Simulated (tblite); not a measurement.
# C10H6F16O2: the cost of one run

Computed with tblite 0.8.0 and PySCF 2.14.0 and routines of our own; the level stands in each step. Atoms count from 0.

## 1. The starting structure

34 atoms, charge 0, multiplicity 1; geometry from: force field, distance geometry or constructed start.

## 2. Relaxing the molecule with GFN2-xTB

The job: settings as JSON, then the geometry in Å.

```
{"job": {"kind": "relax", "xc": "GFN2-xTB", "basis": "xTB"}, "charge": 0, "multiplicity": 1}
C     -4.248400     1.944700     0.091300
O     -3.833700     0.595600     0.012100
C     -3.363100     0.113500     1.277000
F     -2.347400     0.920300     1.669000
F     -4.361500     0.289800     2.191900
C     -2.926300    -1.344700     1.242700
F     -2.383700    -1.682100     2.452200
F     -4.020500    -2.149300     1.111500
C     -1.942200    -1.680700     0.133300
F     -2.553000    -1.560900    -1.080000
F     -1.624900    -3.006500     0.241200
C     -0.675000    -0.852700     0.158100
F     -0.165900    -0.843400     1.421700
F     -0.950100     0.441900    -0.151700
C      0.358200    -1.384400    -0.816600
F      0.781200    -2.619600    -0.404100
F     -0.230100    -1.594100    -2.033300
C      1.561200    -0.485200    -1.038100
F      2.378700    -1.089800    -1.948100
F      1.155800     0.672700    -1.635200
C      2.342100    -0.170100     0.221300
F      1.601300     0.619400     1.045700
F      2.585200    -1.316100     0.924300
C      3.662000     0.515800    -0.108000
F      4.475600    -0.286900    -0.835300
F      4.333800     0.797700     1.045100
O      3.506800     1.744600    -0.819800
C      4.754700     2.357100    -1.095900
H     -4.588600     2.253400    -0.903600
H     -5.090700     2.056900     0.790200
H     -3.422800     2.598500     0.390000
H      4.562300     3.287800    -1.639500
H      5.283800     2.602700    -0.173700
H      5.377100     1.711700    -1.725000
```

Launch:

```
$ OMP_NUM_THREADS=2 python large_run.py task.json out
```

This one command runs all jobs of the session in turn.

Q: Estimate the wall time and peak memory of this first job on 2 threads of Arm Neoverse N1, shared host.

About 3.4 s, with a peak of 0.18 GiB.
